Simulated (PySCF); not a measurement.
The system is N2VCl2H3, in a box.

```
N V Cl H
1.0
    12.00000    0.00000    0.00000
     0.00000   13.00000    0.00000
     0.00000    0.00000   13.00000
N V Cl H
2 1 2 3
Direct
  0.45083 0.58615 0.57785
  0.57685 0.42100 0.53975
  0.50618 0.52859 0.48235
  0.37821 0.47632 0.37708
  0.62395 0.62935 0.40623
  0.41012 0.63225 0.62815
  0.58007 0.40228 0.61488
  0.61964 0.37098 0.49489
```

Base run:

| Quantity | Value |
| --- | --- |
| Program | PySCF 2.14.0 |
| Functional | TM |
| Potentials or basis | 6-31g* (all-electron) |
| k mesh | 1 × 1 × 1 |
| Occupations | fixed |
| Spin | no spin polarisation |

Its results: gap between the frontier levels 3.24 eV.

Task: The run is repeated on the same cell with these changes: functional from TM to PBE. What comes out?

Result: Gap between the frontier levels 3.13 eV.

TM gives the wider gap, since meta-GGAs in the generalised Kohn-Sham scheme recover part of the derivative discontinuity.

Caveats: this is a molecule in a periodic box at the Γ point, so its band gap is the HOMO-LUMO gap; the basis of atomic orbitals isn't converged, which shifts pressures, moduli and gaps.

